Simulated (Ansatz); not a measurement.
A nudged elastic band was laid between two geometries of a periodic cell of 14 atoms, Mg8Si4HO (surface Mg2Si(001), adsorbate OH).

Theory: DFT PBEsol, scalar-relativistic, plane waves, PAW (Ansatz). Settings: cutoff 420 eV, k mesh 3x3x1, gaussian smearing 0.1 eV, no spin polarisation.

| Property | Result |
| --- | --- |
| movable images | 5 |
| climbing image | yes |
| spring | 5.0 eV/Å² |
| optimiser | quadratic models (default) |
| start path | IDPP |
| force threshold | 0.03 eV/Å |
| iteration limit | 80 |
| end points | relaxed |
| atoms held | 3, 12 |

Initial state:

```xyz
14
Lattice="6.3910 0.0000 0.0000 0.0000 6.3910 0.0000 0.0000 0.0000 15.7933" Properties=species:S:1:pos:R:3
Mg 1.480 5.517 5.361
Mg 2.933 2.929 4.389
Si 0.000 0.000 1.000
Mg 1.554 1.559 2.288
Mg 1.709 4.932 2.248
Si 0.230 3.470 4.134
Mg 4.846 4.844 2.408
Mg 4.925 1.702 2.245
Si 3.466 0.225 4.132
Mg 5.525 1.471 5.348
Mg 4.889 4.886 5.647
Si 3.196 3.196 1.000
O -0.105 6.280 6.410
H 0.013 6.422 7.369
```

Final state:

```xyz
14
Lattice="6.3910 0.0000 0.0000 0.0000 6.3910 0.0000 0.0000 0.0000 15.7933" Properties=species:S:1:pos:R:3
Mg 1.464 4.837 5.609
Mg 0.586 1.143 5.180
Si 0.000 0.000 1.000
Mg 1.515 1.683 2.242
Mg 1.570 4.811 2.383
Si -0.179 3.323 4.003
Mg 4.690 4.893 2.311
Mg 4.807 1.567 2.262
Si 3.025 0.176 4.051
Mg 3.432 2.821 4.432
Mg 4.833 5.266 5.545
Si 3.196 3.196 1.000
O 0.067 6.017 6.184
H -3.220 3.922 6.037
```

(1) What changes between the two ends?

(2) What energy profile does the band end with?

(3) What is the geometry of the highest image?

The band took 29 iterations and of the order of 17 core-minutes.

## Answers

(1) Contacts lost: Mg2–Mg5, Mg10–O13, O13–H14. Contacts made: Mg2–O13, Mg4–Mg10, Mg7–Mg10, Mg10–H14. The atom that moves furthest is H14, by 4.30 Å; four of its nearest neighbours are O13 0.98, Mg10 2.63, Mg1 2.65, Mg11 2.76 Å at the first end and Mg10 1.96, Mg1 1.98, Mg11 2.19, Si9 3.31 Å at the last.

(2) It converged. The highest image is number 2 of 0 to 6, 1.46 eV above the first end and 1.95 eV above the last; the last end lies 0.49 eV below the first. Neighbouring images differ by up to 1.4 eV, so the band resolves the path poorly. By the program's own check the climbing image is of a kind that is not told: the force calls were inconclusive, a negative curvature could not be distinguished from the path's own, the only one lies far off the path, or fixed occupations may fill a level only in part (lowest curvatures found: -2.40 and 0.13 eV/Å²). Limits of this set-up: coarse k mesh, thin slab, slab without dipole correction, odd electron count without spin, a typed lattice constant that wasn't relaxed here.

```json
{"image": "0", "path coordinate (Å)": "0.00", "energy (eV)": "0.00", "Mg2–Mg5 (Å)": "3.18", "Mg10–O13 (Å)": "2.05", "O13–H14 (Å)": "0.98"}
{"image": "1", "path coordinate (Å)": "1.79", "energy (eV)": "0.08", "Mg2–Mg5 (Å)": "3.92", "Mg10–O13 (Å)": "2.04", "O13–H14 (Å)": "0.97"}
{"image": "2", "path coordinate (Å)": "3.57", "energy (eV)": "1.46", "Mg2–Mg5 (Å)": "4.47", "Mg10–O13 (Å)": "1.96", "O13–H14 (Å)": "1.43"}
{"image": "3", "path coordinate (Å)": "5.35", "energy (eV)": "0.72", "Mg2–Mg5 (Å)": "4.39", "Mg10–O13 (Å)": "1.91", "O13–H14 (Å)": "2.55"}
{"image": "4", "path coordinate (Å)": "7.14", "energy (eV)": "0.10", "Mg2–Mg5 (Å)": "4.34", "Mg10–O13 (Å)": "2.09", "O13–H14 (Å)": "3.58"}
{"image": "5", "path coordinate (Å)": "8.92", "energy (eV)": "-0.21", "Mg2–Mg5 (Å)": "4.07", "Mg10–O13 (Å)": "3.70", "O13–H14 (Å)": "3.67"}
{"image": "6", "path coordinate (Å)": "10.70", "energy (eV)": "-0.49", "Mg2–Mg5 (Å)": "4.03", "Mg10–O13 (Å)": "4.74", "O13–H14 (Å)": "3.75"}
```

(3) 
```xyz
14
Lattice="6.3910 0.0000 0.0000 0.0000 6.3910 0.0000 0.0000 0.0000 15.7933" Properties=species:S:1:pos:R:3
Mg 1.112 5.109 5.478
Mg 1.680 1.683 5.630
Si 0.000 0.000 1.000
Mg 1.577 1.578 2.416
Mg 1.570 4.755 2.383
Si -0.074 3.152 4.126
Mg 4.804 4.805 2.423
Mg 4.755 1.570 2.386
Si 3.151 -0.072 4.125
Mg 5.105 1.116 5.484
Mg 4.317 4.320 5.523
Si 3.196 3.196 1.000
O 0.320 6.714 6.267
H -0.691 5.709 6.411
```

Time of the run: 9.8 min on 2 threads of AMD EPYC 9R45 96-Core Processor (Zen 5) (shared host), peak memory 1.8 GiB.
